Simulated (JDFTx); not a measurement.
ZrTiN2:

```
Zr Ti N
1.0
     3.15874    0.00000    0.00000
     0.00000    3.15874    0.00000
     0.00000    0.00000    4.45966
Zr Ti N
1 1 2
Direct
  0.00000 0.00000 0.00000
  0.50000 0.50000 0.50000
  0.50000 0.50000 0.00000
  0.00000 0.00000 0.50000
```

The cell comes from a database or a generator and needn't be the stable form of this composition.

```yaml
Program: JDFTx 1.7.0 (patched build)
Task: single point
Functional: PBEsol
Potentials_or_basis: PseudoDojo-SR-PBEsol-0.4.1-standard with smoothed tails
Cutoff: 1143 eV
Density_cutoff: 9143 eV
k_mesh: 8 × 8 × 6
Occupations: fermi-dirac, width 0.05 eV
Spin: no spin polarisation
```

On this cell: pressure -9.8 GPa; largest force under 0.003 eV/Å; band gap on the k mesh none (metal or under the smearing width).

The same run follows on a disturbed copy (atoms moved at random, drawn with an rms of 0.05 Å):

```
CELL_PARAMETERS angstrom
3.15874 0.00000 0.00000
0.00000 3.15874 0.00000
0.00000 0.00000 4.45966
ATOMIC_POSITIONS crystal
Zr 0.99415 0.00377 0.00921
Ti 0.50149 0.49707 0.49908
N 0.50685 0.50231 0.99477
N 0.01507 0.99389 0.51393
```

Problem. What does the disturbed cell give?

Solution. The energy (extrapolated to zero smearing) moves by +11.7 meV/atom; pressure -9.6 GPa; largest force 0.699 eV/Å; band gap on the k mesh none (metal or under the smearing width).

Forces on the atoms (eV/Å):
```
Zr   0.646 -0.180 -0.197
Ti   0.085  0.057  0.332
N   -0.425 -0.013  0.393
N   -0.306  0.135 -0.528
```

Stress tensor (GPa, compression positive):
```
-9.89 -0.08  0.08
-0.08 -9.84 -0.02
 0.08 -0.02 -8.96
```
